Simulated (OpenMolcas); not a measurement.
# Ta⁴⁺ among point charges: CASSCF and CASPT2 levels, g values and susceptibility

How does a field of 2 point charges split the states of Ta⁴⁺, and what g values and χT follow?

Program: OpenMolcas 26.06. Level of theory: state-averaged CASSCF and CASPT2, spin-orbit coupling by RASSI with atomic mean-field integrals. These are calculated values, not measurements, unless marked.

## (1) The atom as given

- Species: Ta⁴⁺ (tantalum, Z = 73, 69 electrons)
- Basis: ANO-RCC-VDZP [7s6p4d2f1g], 68 functions
- Scalar Hamiltonian: DKH2, point nucleus
- Inactive shells: 1s 2s 2p 3s 3p 3d 4s 4p 4d 4f 5s 5p
- Active space: 1 electron in 5 orbitals (5d)
- Some configurations of this space: 5d
- Orbitals: optimised for each spin and parity, averaged over all roots

The outer shells:

5d
```
5d [↑ ][  ][  ][  ][  ]
```

The ion sits among 2 point charges of -1 e arranged as a linear pair (D∞h), 2.05 Å from the ion.

The work runs as a chain of OpenMolcas steps in one folder; each step below is one input file. The outputs are cut to the sections that carry results. Labels, J, g values, rates, χT and fits are worked out afterwards by a script from the matrices that RASSI stores. The input lists half of the charges; inversion (Group=XYZ) makes the rest.

## (2) One- and two-electron integrals

a.inp

```
&GATEWAY
Coord
1

Ta 0.0 0.0 0.0
Basis=ANO-RCC-VDZP
Group=XYZ
NoMove
AngMom=0.0 0.0 0.0
AMFI
XField
1 Angstrom 0
0.000000 0.000000 2.050000 -1.000000
&SEWARD
```

Run with:

```
$ OMP_NUM_THREADS=1 MOLCAS_MEM=1689 MOLCAS_PROJECT=a pymolcas a.inp > a.log
```

## (3) Reference wave functions, doublets of even parity, 5 roots

a.inp

```
&RASSCF
FileOrb=start.orb
Symmetry=1
Spin=2
nActEl=1 0 0
Inactive=15 19
Ras2=5 0
CIRoot=5 5 1
SDav=5
CIMx=300
Iter=120 100
PrWF=0.3
OrbListing=Nothing
MaxOrb=0
>>> COPY $Project.JobIph JOB001
```

start.orb holds the contracted functions of the basis, ordered by shell, or the orbitals of the step before.

## (4) RASSI: spin-orbit coupling between the states

a.inp

```
&RASSI
NrOfJobIphs=1 5
1 2 3 4 5
IphNames
JOB001
EJob
SpinOrbit
DIPRint=1.0
SOCoupling=1000.0
Subsets=2
Property=9
'ANGMOM' 1 'ANGMOM' 2 'ANGMOM' 3 'MLTPL  1' 1 'MLTPL  1' 2 'MLTPL  1' 3
'AMFI' 1 'AMFI' 2 'AMFI' 3
SOProperty=3
'ANGMOM' 1 'ANGMOM' 2 'ANGMOM' 3
```

## (5) CASPT2: IPEA 0.25, imaginary shift 0.1 (closed shells correlated: 4f 5s 5p)

a.inp

```
>>> COPY JOB001 $Project.JobIph
&CASPT2
Multistate=5 1 2 3 4 5
NoMult
Frozen=14 9
IPEA=0.25
Imaginary=0.1
MaxIter=60
WThr=0.0 0.3 0.05
PrWF=0.5
NoMix
```

(Steps that only read results are left out.)

What does the calculation give? Wanted: spin-free ground state; first state of the same spin; lowest level; next level.

The runs gave:

| quantity | value |
| --- | --- |
| method | SS-CASPT2, IPEA 0.25, imaginary shift 0.1 (closed shells correlated: 4f 5s 5p) |
| spin-free ground state | 2Delta, 2-fold in its orbital part |
| first state of the same spin | 2Pi at 8650 cm⁻¹ |
| lowest level | 2-fold, g = 0.00, 0.00, 2.09 |
| next level | 6790.8 cm⁻¹ |
| χT at 300 K | 0.15 cm³ K/mol |
| effective moment at 300 K | 1.11 μB |

Cost by method:

```csv
method,time of its own steps,time with the reference
A. CASSCF,1.3 s,1.3 s
"B. SS-CASPT2, IPEA 0.25, imaginary shift 0.1, +4f 5s 5p",0.62 s,1.9 s
```

Times are of one thread on a shared host.

In words: The spin-free ground state (2Delta) comes to 100 % from free-ion D terms and keeps the highest spin of the shell. χT at 300 K is 0.15, against 0.38 cm³ K/mol for the spin alone, so orbital moment lowers it. Point charges give too small a field for d ions at true ligand charges. This is an electrostatic model: the charges have no orbitals.
